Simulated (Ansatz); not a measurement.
# BH2O2Se radical: basis-set convergence

One table from this session's results is given with a row withheld; the runs are named, their logs left out.

Computed with Ansatz 0.2.0, Gaussian basis. Level: one geometry, several basis sets.

Plan: PBE0-D4/def2-SVP; ωB97M-V/def2-SVP; PBE0-D4/def2-QZVPP; ωB97M-V/def2-QZVPP; the functionals' def2-TZVPP values are taken from earlier runs.

## The geometry

An earlier PBE0-D4 in a triple-zeta def2 set relaxation fixed the geometry.

6 atoms, charge 0, spin multiplicity 2.

Atoms are counted from 1 here; the program's logs count them from 0.

Bond lengths: O1–B2 1.363 Å, O1–H5 0.959 Å, B2–O3 1.354 Å, B2–Se4 1.966 Å, O3–H6 0.963 Å. Angles: B2–O1–H5 115.3°, O1–B2–O3 120.0°, O1–B2–Se4 122.4°, O3–B2–Se4 117.6°, B2–O3–H6 112.3°.

Set-up of the first run:

File in.yaml:

```yaml
crystal:
  periodic: [false, false, false]
  atoms:
    - {symbol: O, position_ang: [0.461882, 0.903587, -0.530643]}
    - {symbol: B, position_ang: [-0.168440, -0.172086, 0.019935]}
    - {symbol: O, position_ang: [0.414799, -0.851906, 1.034879]}
    - {symbol: Se, position_ang: [-1.924376, -0.797116, -0.604474]}
    - {symbol: H, position_ang: [-0.011008, 1.334831, -1.244364]}
    - {symbol: H, position_ang: [1.269341, -0.481411, 1.278368]}
basis:
  gaussian: {orbitals: def2-SVP}
magnetization: {spin_polarized: true, initial_magnetization: 1}
hamiltonian: {xc: pbe0, dispersion: d4}
output: {orbitals: {seedname: orbitals}}
```

Among the steps run: PBE0-D4 in def2-SVP; ωB97M-V in def2-SVP; PBE0-D4 in def2-QZVPP; ωB97M-V in def2-QZVPP.

One of the session's tables, all rows but one given; the rest of the session is left out.

It belongs to the step «Functionals by basis». 

| functional | basis | HOMO (eV) | LUMO (eV) |
| --- | --- | --- | --- |
| PBE0-D4 | def2-SVP | -6.76 | -4.14 |
| PBE0-D4 | def2-TZVPP | -6.98 | -4.27 |
| PBE0-D4 | def2-QZVPP | -7.01 | -4.29 |
| ωB97M-V | def2-SVP | -8.89 | -1.97 |
| ωB97M-V | def2-TZVPP | -9.12 | -2.21 |
| ωB97M-V | def2-QZVPP | ? | ? |

Q: Estimate the row for ωB97M-V, def2-QZVPP from the others.

**Answer.** HOMO (eV): -9.15; LUMO (eV): -2.24. In the column «HOMO (eV)» it is the lowest.
